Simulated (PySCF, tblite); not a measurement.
# C₂H₁₁B₂GeN+ (doublet): geometry, infrared bands and EPR parameters

Aim: predict the infrared bands and EPR parameters of C₂H₁₁B₂GeN+ (doublet) (`[NH2+]BCB[CH2][GeH3]`).

Computed with tblite 0.8.0 and PySCF 2.14.0, with density-fitted response routines of our own, on a single molecule in the gas phase. Atoms are numbered from 0 throughout.

**1. Starting geometry**

17 atoms, charge 1, multiplicity 2; geometry from: force field or distance geometry start.

Bonds of the start (Å): N0–B1 1.52, B1–C2 1.60, C2–B3 1.58, B3–C4 1.60, C4–Ge5 1.95, N0–H6 1.05, N0–H7 1.05, B1–H8 1.17, C2–H9 1.11, C2–H10 1.12, B3–H11 1.17, C4–H12 1.11, C4–H13 1.10, Ge5–H14 1.56, Ge5–H15 1.54, Ge5–H16 1.55.

**2. Relaxing the molecule with GFN2-xTB**

The job: settings as JSON, then the geometry in Å.

```
{"job": {"kind": "relax", "xc": "GFN2-xTB", "basis": "xTB"}, "charge": 1, "multiplicity": 2}
N     -2.525900     0.650800     0.715300
B     -1.687800     0.305000    -0.504400
C     -1.031400    -1.152600    -0.623400
B      0.546900    -1.042600    -0.632500
C      1.340200    -0.589200     0.682100
Ge     2.297000     1.058500     0.289100
H     -3.384400     0.051500     0.675000
H     -2.851100     1.643900     0.595800
H     -1.458100     1.113400    -1.321200
H     -1.374900    -1.793900     0.219300
H     -1.381100    -1.604700    -1.582900
H      1.145700    -1.339100    -1.598500
H      2.058100    -1.376100     0.976400
H      0.640500    -0.410800     1.510600
H      3.073900     1.516600     1.558500
H      3.295900     0.818300    -0.858200
H      1.289700     2.163100    -0.110800
```

Started as:

```
OMP_NUM_THREADS=1 python probes_run.py task.json out
```

One launch serves the whole session: the jobs run in the order shown.

Output:

```text
step      E/eV     max force
  0    -454.14556    3.759
  1    -454.50613    2.629
  2    -454.73689    3.030
  3    -454.83247    1.078
  4    -454.89789    0.797
  5    -454.96019    0.912
  6    -454.99402    0.719
  7    -455.06400    0.510
  8    -455.07789    0.425
  9    -455.09757    0.440
 10    -455.11335    0.577
 11    -455.13397    0.449
 12    -455.15353    0.495
 13    -455.16900    0.500
 14    -455.18700    0.546
 15    -455.20919    0.602
 16    -455.23347    0.469
 17    -455.25207    0.388
 18    -455.26173    0.239
 19    -455.26686    0.240
 20    -455.27020    0.180
 21    -455.27309    0.160
 22    -455.27534    0.135
 23    -455.27755    0.116
 24    -455.27933    0.097
 25    -455.28050    0.092
 26    -455.28217    0.136
 27    -455.28426    0.152
 28    -455.28601    0.106
 29    -455.28697    0.072
 30    -455.28769    0.073
 31    -455.28876    0.128
 32    -455.29056    0.165
 33    -455.29294    0.156
 34    -455.29496    0.139
 35    -455.29632    0.118
 36    -455.29762    0.111
 37    -455.29921    0.112
 38    -455.30105    0.111
 39    -455.30283    0.116
 40    -455.30446    0.107
 41    -455.30619    0.129
 42    -455.30820    0.120
 43    -455.31072    0.186
 44    -455.31252    0.136
 45    -455.31413    0.190
 46    -455.31599    0.122
 47    -455.31864    0.131
 48    -455.32053    0.154
 49    -455.32218    0.149
 50    -455.32384    0.115
 51    -455.32562    0.132
 52    -455.32755    0.171
 53    -455.32974    0.177
 54    -455.33219    0.146
 55    -455.33524    0.151
 56    -455.33871    0.189
 57    -455.34224    0.218
 58    -455.34489    0.187
 59    -455.34741    0.123
 60    -455.34958    0.136
 61    -455.35304    0.247
 62    -455.35573    0.183
 63    -455.35966    0.170
 64    -455.36426    0.192
 65    -455.36941    0.152
 66    -455.37422    0.262
 67    -455.37689    0.307
 68    -455.38114    0.219
 69    -455.38476    0.255
 70    -455.38959    0.185
 71    -455.39316    0.302
 72    -455.39644    0.188
 73    -455.40027    0.168
 74    -455.40331    0.184
 75    -455.40297    0.277
 76    -455.40743    0.193
 77    -455.40927    0.113
 78    -455.41256    0.127
 79    -455.41465    0.114
 80    -455.41613    0.105
 81    -455.41763    0.113
 82    -455.41923    0.132
 83    -455.42073    0.158
 84    -455.42190    0.082
 85    -455.42251    0.056
 86    -455.42288    0.049
 87    -455.42331    0.059
 88    -455.42379    0.053
 89    -455.42428    0.051
 90    -455.42480    0.055
 91    -455.42542    0.071
 92    -455.42620    0.107
 93    -455.42715    0.113
 94    -455.42757    0.197
 95    -455.42878    0.072
 96    -455.42927    0.050
 97    -455.42985    0.080
 98    -455.43030    0.069
 99    -455.43113    0.093
100    -455.43183    0.073
101    -455.43219    0.064
102    -455.43244    0.086
103    -455.43271    0.072
104    -455.43310    0.050
105    -455.43338    0.037
106    -455.43387    0.044
107    -455.43428    0.052
108    -455.43460    0.050
109    -455.43488    0.059
110    -455.43525    0.076
111    -455.43586    0.058
112    -455.43767    0.056
113    -455.43856    0.086
114    -455.43972    0.141
115    -455.43847    0.210
116    -455.44094    0.067
117    -455.44145    0.065
118    -455.44332    0.090
119    -455.44412    0.055
120    -455.44499    0.076
121    -455.44535    0.048
122    -455.44579    0.053
123    -455.44641    0.049
124    -455.44695    0.056
125    -455.44751    0.048
126    -455.44783    0.056
127    -455.44805    0.046
128    -455.44832    0.047
129    -455.44878    0.050
130    -455.44923    0.050
131    -455.44962    0.050
132    -455.44992    0.039
133    -455.45020    0.045
134    -455.45056    0.051
135    -455.45097    0.042
136    -455.45141    0.040
137    -455.45180    0.043
138    -455.45210    0.042
139    -455.45232    0.052
140    -455.45250    0.048
141    -455.45270    0.037
142    -455.45294    0.040
143    -455.45319    0.042
144    -455.45341    0.038
145    -455.45359    0.037
146    -455.45376    0.032
147    -455.45392    0.033
148    -455.45406    0.026
149    -455.45418    0.023
150    -455.45428    0.021
151    -455.45436    0.026
152    -455.45443    0.032
153    -455.45450    0.032
154    -455.45459    0.029
155    -455.45468    0.023
156    -455.45477    0.025
157    -455.45487    0.025
158    -455.45500    0.031
159    -455.45515    0.034
160    -455.45535    0.036
161    -455.45559    0.042
162    -455.45591    0.044
163    -455.45632    0.040
164    -455.45676    0.034
165    -455.45714    0.042
166    -455.45741    0.048
167    -455.45763    0.041
168    -455.45784    0.032
169    -455.45806    0.038
170    -455.45835    0.058
171    -455.45883    0.081
172    -455.45984    0.098
173    -455.46067    0.079
174    -455.46144    0.050
175    -455.46191    0.035
176    -455.46217    0.030
177    -455.46232    0.033
178    -455.46251    0.035
179    -455.46275    0.024
180    -455.46293    0.024
181    -455.46300    0.019
182    -455.46307    0.018
183    -455.46313    0.017
184    -455.46318    0.016
185    -455.46322    0.013
186    -455.46324    0.013
187    -455.46328    0.015
188    -455.46333    0.031
189    -455.46341    0.031
190    -455.46351    0.031
191    -455.46358    0.016
192    -455.46362    0.011
193    -455.46363    0.008
```

It took 3.6 s on 1 thread of Intel Xeon at 2.50GHz, shared host.

The steps of the relaxation: (not every step is listed)

```
step  energy from step 0 (eV)  largest force (eV/Å)
   0                   0.0000                3.7586
   1                  -0.3606                2.6290
   2                  -0.5913                3.0298
   3                  -0.6869                1.0784
   4                  -0.7523                0.7974
   5                  -0.8146                0.9117
   6                  -0.8485                0.7191
   7                  -0.9184                0.5101
   8                  -0.9323                0.4250
  26                  -1.1366                0.1357
  44                  -1.1670                0.1361
  62                  -1.2102                0.1829
  80                  -1.2706                0.1047
  98                  -1.2847                0.0686
 116                  -1.2954                0.0671
 134                  -1.3050                0.0510
 152                  -1.3089                0.0323
 170                  -1.3128                0.0579
 188                  -1.3178                0.0311
 189                  -1.3179                0.0306
 190                  -1.3179                0.0314
 191                  -1.3180                0.0160
 192                  -1.3181                0.0110
 193                  -1.3181                0.0079
```

Close pairs (by a distance rule), those that changed most:

```
   bond  before (Å)  after (Å)  change (Å)
  N0–B1       1.520      1.361      -0.159
 C4–Ge5       1.945      2.038      +0.093
Ge5–H14       1.557      1.499      -0.058
  B3–C4       1.601      1.546      -0.055
Ge5–H15       1.540      1.489      -0.051
Ge5–H16       1.547      1.499      -0.049
  N0–H7       1.052      1.010      -0.042
  N0–H6       1.048      1.010      -0.038
```

The final coordinates are the input of the step that follows.

**3. Vibrational analysis with GFN2-xTB**

The job: settings as JSON, then the geometry in Å.

```
{"job": {"kind": "ir", "xc": "GFN2-xTB", "basis": "xTB"}, "charge": 1, "multiplicity": 2}
N     -2.098615     1.115657    -0.001247
B     -2.019361    -0.021741    -0.743767
C     -1.062039    -1.264779    -0.371748
B      0.388378    -0.791817    -0.729856
C      1.347005    -0.785902     0.483609
Ge     2.143072     1.082966     0.648947
H     -1.511924     1.339042     0.790088
H     -2.789538     1.833552    -0.165817
H     -2.689096    -0.201046    -1.687383
H     -1.266835    -1.535044     0.663796
H     -1.258113    -2.144237    -0.985830
H      0.721741    -0.549063    -1.817657
H      2.184218    -1.458371     0.277058
H      0.947793    -1.041963     1.465379
H      3.152381     0.901717     1.742253
H      2.742638     1.502234    -0.648098
H      1.061297     2.030825     1.070362
```

Output:

```text
mode    cm-1     km/mol
  1      21.9      2.52
  2      37.9      2.31
  3      59.2      1.88
  4     102.0      0.66
  5     164.5      1.80
  6     214.6      2.33
  7     284.0      6.13
  8     340.9     16.22
  9     446.8     21.38
 10     458.3     13.67
 11     472.3     33.74
 12     507.4    102.85
 13     661.4     40.08
 14     674.8     41.73
 15     710.0     84.26
 16     720.3    166.56
 17     732.6    231.47
 18     753.4    119.31
 19     761.8     60.09
 20     782.2     79.39
 21     821.7    116.77
 22     847.6     70.22
 23     860.6     18.70
 24     892.8    172.68
 25     933.0     13.84
 26     975.4    137.42
 27     989.4    100.47
 28    1009.8     18.09
 29    1036.9     29.76
 30    1076.1      7.07
 31    1379.1      8.35
 32    1385.6     70.55
 33    1408.4     27.10
 34    1508.8    200.09
 35    1969.6     39.26
 36    2053.5    211.69
 37    2116.3    272.66
 38    2596.0     33.54
 39    2712.1     45.54
 40    2933.2      6.72
 41    2964.9      8.18
 42    2985.6      7.93
 43    2991.8     11.10
 44    3437.4     61.86
 45    3466.1     58.03
```

Run time: 1.8 s. Hardware: 1 thread of Intel Xeon at 2.50GHz, shared host.

The strongest bands and the atoms that carry them (share of the mass-weighted mode):

```
cm⁻¹  km/mol                                  atoms
 720   166.6  H15 21 %, H14 20 %, H8 17 %, H16 16 %
 733   231.5   H6 20 %, H14 13 %, H16 11 %, H8 10 %
 753   119.3    H8 15 %, H10 13 %, C2 13 %, H6 12 %
 893   172.7             H10 40 %, H9 26 %, H8 10 %
 975   137.4    H11 20 %, H8 16 %, B3 15 %, C2 11 %
1509   200.1     H7 29 %, N0 28 %, H6 27 %, B1 14 %
2054   211.7                     H16 59 %, H14 38 %
2116   272.7                               H15 87 %
```

**4. g tensor and hyperfine couplings: B3LYP/def2-TZVP-core+pcH-1**

The job, as its differences from that of step 3:

```diff
@@ -1,2 +1,2 @@
-{"job": {"kind": "ir", "xc": "GFN2-xTB", "basis": "xTB"}, "charge": 1, "multiplicity": 2}
+{"job": {"kind": "epr", "basis": "pcH-1"}, "charge": 1, "multiplicity": 2}
 N     -2.098615     1.115657    -0.001247
```

Method: UKS B3LYP, def2-TZVP-core on Ge, pcH-1 on B C H N, non-relativistic, mean-field spin-orbit, GIAO.

Output:

```text
UKS, coarse grid
  cycle   1  E = -2263.98405886  |g| = 1.35e+00
  cycle   2  E = -2263.90470054  |g| = 9.72e-01
  cycle   3  E = -2264.03386862  |g| = 4.24e-01
  cycle   4  E = -2264.07664790  |g| = 1.56e-01
  cycle   5  E = -2264.09069624  |g| = 2.09e-02
  cycle   6  E = -2264.09088492  |g| = 1.36e-02
  cycle   7  E = -2264.09097953  |g| = 3.04e-03
  cycle   8  E = -2264.09098428  |g| = 2.49e-03
  cycle   9  E = -2264.09098690  |g| = 6.89e-04
UKS, final grid
  cycle   1  E = -2264.09103814  |g| = 8.25e-04
  cycle   2  E = -2264.09103715  |g| = 1.59e-03
  cycle   3  E = -2264.09103860  |g| = 1.87e-04
  cycle   4  E = -2264.09103862  |g| = 9.38e-05
  cycle   5  E = -2264.09103863  |g| = 3.56e-05
  cycle   6  E = -2264.09103864  |g| = 2.74e-05
E = -2264.09103864 Eh   <S^2> = 0.7543 (exact 0.7500)
g shifts (ppm)      1          2          3
  rmc          -164       -164       -164
  gc              6         11          4
  oz_so         515       9409      13670
  total         357       9256      13510
hyperfine (MHz)  atom isotope    a_iso     a_fc   dipolar eigenvalues
    0   14N       0.71       0.71     -3.10     -2.78      5.88
    1   11B     -13.46     -13.46    -13.80     -9.80     23.60
    2   13C      12.30      12.35    -35.79    -35.50     71.29
    3   11B     -31.18     -31.15    -17.83    -12.10     29.93
    4   13C      25.65      25.36    -29.07    -28.36     57.42
    5  73Ge       4.27       4.34    -13.91      6.46      7.45
    6    1H      12.10      12.09     -3.96     -1.43      5.39
    7    1H       8.95       8.95     -4.38     -3.10      7.48
    8    1H     179.42     179.43     -6.42     -3.21      9.63
    9    1H      19.13      19.14    -16.02     -6.76     22.77
   10    1H      15.40      15.40    -16.53     -5.26     21.79
   11    1H      -7.25      -7.24     -6.97     -1.02      7.99
   12    1H      -3.92      -3.96    -14.05     -1.92     15.96
   13    1H      17.61      17.58    -13.40     -5.77     19.17
   14    1H      96.78      96.72     -2.54      0.09      2.46
   15    1H       2.25       2.20     -2.57     -0.08      2.65
   16    1H      -4.04      -4.10     -2.94      0.37      2.57
```

It took 6.9 min on 1 thread of Intel Xeon at 2.50GHz, shared host; peak memory 1.3 GiB.

Principal g values 2.00268, 2.01158, 2.01583; g(iso) = 2.01003, against 2.00232 for a free electron.

Hyperfine couplings; where a row names several nuclei, a(iso) is their mean (it holds for fast rotation or exchange) and the dipolar term the largest among them:

```
       nuclei  isotope  a(iso) (MHz)  a(iso) (G, at g = 2.0023)  largest dipolar term (MHz)
           H8       1H         179.4                       64.0                         9.6
H14, H15, H16       1H          31.7                       11.3                        -2.9
           B3      11B         -31.2                      -11.1                        29.9
           C4      13C          25.7                        9.2                        57.4
      H9, H10       1H          17.3                        6.2                        22.8
           B1      11B         -13.5                       -4.8                        23.6
           C2      13C          12.3                        4.4                        71.3
       H6, H7       1H          10.5                        3.8                         7.5
          H11       1H          -7.2                       -2.6                         8.0
     H12, H13       1H           6.8                        2.4                        19.2
          Ge5     73Ge           4.3                        1.5                       -13.9
           N0      14N           0.7                        0.3                         5.9
```

Mulliken spin populations:

N0 0.06; B1 0.07; C2 0.31; B3 0.08; C4 0.27; Ge5 0.09; H6 0.00; H7 0.00; H8 0.07; H9 0.00; H10 0.00; H11 0.00; H12 0.00; H13 0.00; H14 0.04; H15 0.00; H16 0.00

In first order the couplings over 0.8 MHz of 1H, 11B give 5451 distinct lines over 173.0 G, if the averaged nuclei exchange fast.

The fields below are evaluated on a grid from the run's orbitals.

ELF in a plane through or near 8 of the atoms.

Values, 10 rows by 14 columns:
```
0.00 0.00 0.00 0.00 0.00 0.00 0.00 0.00 0.00 0.00 0.00 0.00 0.00 0.00
0.00 0.00 0.00 0.00 0.00 0.00 0.00 0.00 0.00 0.01 0.00 0.00 0.00 0.00
0.00 0.00 0.00 0.01 0.73 0.61 0.04 0.03 0.81 0.98 0.10 0.00 0.00 0.00
0.00 0.00 0.00 0.05 0.99 0.98 0.64 0.60 0.82 0.94 0.05 0.00 0.00 0.00
0.00 0.00 0.08 0.05 0.32 0.47 0.93 0.67 0.58 0.76 0.53 0.55 0.00 0.00
0.00 0.03 0.94 0.86 0.32 0.23 0.30 0.05 0.24 0.45 0.57 0.46 0.01 0.00
0.00 0.02 0.87 0.74 0.38 0.35 0.49 0.06 0.71 0.31 0.30 0.01 0.00 0.00
0.00 0.00 0.03 0.07 0.63 1.00 0.97 0.02 0.47 0.94 0.97 0.10 0.00 0.00
0.00 0.00 0.00 0.00 0.14 0.84 0.30 0.00 0.01 0.23 0.42 0.00 0.00 0.00
0.00 0.00 0.00 0.00 0.00 0.00 0.00 0.00 0.00 0.00 0.00 0.00 0.00 0.00
```
The map spans 12.4 Å across and 9.6 Å up, centred on the molecule. Atoms in the plane (x, y in Å): N0 (1.9, -1.4), B1 (2.1, -0.2), C2 (1.3, 1.1), Ge5 (-2.3, -0.8), H7 (2.5, -2.2), H10 (1.7, 2.1), H12 (-2.0, 1.7), H16 (-1.5, -2.0).

On the surface of density 0.002 e/bohr³ the electrostatic potential runs, from the 1st to the 99th percentile, from 3.69 V near N0 to 6.02 V near H6.

The spin density lies nearest to C2, C4 about 22 % each; B3 10 %; H8 8 %; B1 8 %.

**5. What came out**

| quantity | value |
| --- | --- |
| strongest single infrared mode (GFN2-xTB) | 2116 cm⁻¹, 273 km/mol |
| zero-point energy (GFN2-xTB) | 77.6 kcal/mol |
| g(iso) (B3LYP) | 2.01003 |
| ⟨S²⟩ | 0.754 (exact 0.75) |
| largest a(iso) (averaged by class) | 1H on H8, 179.4 MHz |

In words: Over 193 steps the energy fell by 1.318 eV; of the close pairs, N0–B1 changed most, 1.520 to 1.361 Å. No mode is imaginary among the 45: a minimum at this level. The strongest single mode, at 2116 cm⁻¹, moves mainly H15. Unscaled tight-binding wavenumbers are off by several per cent, some by more. Its intensities can rank the bands wrongly. The largest spin populations lie on C2 (0.31 e), C4 (0.27 e). The isotropic g lies 7.7 ppt above the free-electron value. The hyperfine terms hold no scalar relativity, which the heavier nuclei need.
